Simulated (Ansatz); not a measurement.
# Nb2W: the cost of one run

Program: Ansatz 0.2.0. Level of theory: DFT PBE, scalar-relativistic, plane waves, PAW. These are calculated values, not measurements.

**1. The structure to begin with**

Symmetry: P6_3/mmc, No. 194, hexagonal system. Conventional cell: a = 2.986 Å, b = 2.986 Å, c = 11.615 Å, α = 90.00°, β = 90.00°, γ = 120.00°. Around Nb (site symmetry 3m) lie 3 W at 2.24 Å. W (site symmetry -6m2) has 6 Nb at 2.24 Å as nearest neighbours.

As a file:

```
Nb W
1.0
     2.98609    0.00000    0.00000
    -1.49305    2.58603    0.00000
     0.00000    0.00000   11.61468
Nb W
4 2
Direct
  0.33333 0.66667 0.62750
  0.66667 0.33333 0.12750
  0.33333 0.66667 0.87250
  0.66667 0.33333 0.37250
  0.33333 0.66667 0.25000
  0.66667 0.33333 0.75000
```

This is candidate A: 2H molybdenite type (P6_3/mmc, No. 194).

(A quick probe on a coarse mesh, which set the mesh and smearing, is not shown.)

**3. Rough relaxation on the coarse mesh (candidate A)**

Input file input.yaml:

```yaml
crystal:
  lattice:
    - [2.9860940332, 0.0, 0.0]
    - [-1.4930470166, 2.5860332908, 0.0]
    - [0.0, 0.0, 11.6146812831]
  atoms:
    - { symbol: Nb, position: [0.3333333333, 0.6666666667, 0.6275] }
    - { symbol: Nb, position: [0.6666666667, 0.3333333333, 0.1275] }
    - { symbol: Nb, position: [0.3333333333, 0.6666666667, 0.8725] }
    - { symbol: Nb, position: [0.6666666667, 0.3333333333, 0.3725] }
    - { symbol: W, position: [0.3333333333, 0.6666666667, 0.25] }
    - { symbol: W, position: [0.6666666667, 0.3333333333, 0.75] }
basis:
  ecutwfc: 420
kpoints:
  mp_grid: { grid: [6, 6, 2] }
hamiltonian:
  xc: pbe
scf:
  occupations: { method: gaussian, width: 0.1 }
  lower_state_search: "off"
output:
  forces: true
  stress: true
  eigenvalues: true
relax:
  adjacent_minimum: "off"
  f_tol: 0.04
  max_steps: 70
  cell: { stress_tol: 0.4 }
```

Command:

```console
$ ansatz run input.yaml --threads 1 --pin off --max-ram 2560MiB --backend cpu --events-out ev --progress --plain --runs-dir out
```

Q: Estimate wall time and peak memory on 1 thread of Arm Neoverse N1, shared host.

About 84 s, with a peak of 0.4 GiB.
